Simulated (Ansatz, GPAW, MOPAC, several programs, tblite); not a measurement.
Many methods on one cell: SiOS (Janus 2H monolayer)

SiOS (Janus 2H monolayer), relaxed with r2SCAN in Ansatz, was computed with several methods. The sheet's in-plane cell has a = 2.934 Å, b = 2.934 Å (γ = 120.0°), and its outermost atoms lie 2.50 Å apart along the normal. Si has 3 O at 1.97 Å and 3 S at 2.25 Å; O has 3 Si at 1.97 Å; S has 3 Si at 2.25 Å. Simulation only: spin-unpolarised, and no claim that this is the phase found in nature.

```xyz
3
Lattice="2.9345 0.0000 0.0000 -1.4672 2.5413 0.0000 0.0000 0.0000 28.7492" Properties=species:S:1:pos:R:3 pbc="T T F"
Si    0.0000    1.6942    9.1555
O     1.4672    0.8471   10.1701
S     1.4672    0.8471    7.6744
```
The sheet repeats along a and b alone.

Gaps and times are for a single point on this cell. Times are rough, from shared hosts (Arm Neoverse V1), and each method has its own mesh and cell size. PM6 (MOPAC), PM7 (MOPAC), GFN1-xTB (tblite), GFN2-xTB (tblite) treat a cluster of cells at its zone centre, which samples few k points: where these miss a band edge, the gap comes out too large for that reason alone. Gaps from k meshes are read at a limited set of points (mesh, symmetry points, PBE's band edges), so each method's own least gap may be somewhat smaller. xTB and the PM methods were fitted mostly to molecules, and can miss a solid's gap by electronvolts. Minimal bases can be far off for gaps. d marks a direct gap, i an indirect one (no mark: not told apart), a dash a value that wasn't computed or didn't pass its checks.

```csv
method,kind,gap (eV),atoms computed,processor time
GFN1-xTB (tblite),tight binding,1.74,48,1.5 s
GFN2-xTB (tblite),tight binding,2.20,48,2 s
light PBE (260 eV and a coarse mesh),light plane-wave,0,3,2.9 s
PM6 (MOPAC),semi-empirical,5.16,48,3.3 s
PBE/single zeta (GPAW),small basis,0.01,3,4.3 s
PM7 (MOPAC),semi-empirical,4.60,48,8 s
PBE,semilocal,0,3,9.4 s
r2SCAN,semilocal,0.24 d,3,23 s
```

Against r2SCAN (0.24 eV) and with closed or daggered gaps left aside, the nearest gap at the points sampled is that of PBE/single zeta (GPAW) (-0.23 eV) and the farthest that of PM6 (MOPAC) (+4.92 eV). r2SCAN is only a yardstick of convenience: semilocal gaps usually lie below measured ones, which GLLB-SC and hybrids aim to mend.

With PBE the bands overlap or touch, or nearly. Semilocal functionals can close a real gap, so this doesn't show a metal; small gaps of other methods may in turn close between the points read or with spin-orbit coupling, and the solid may be a semimetal.
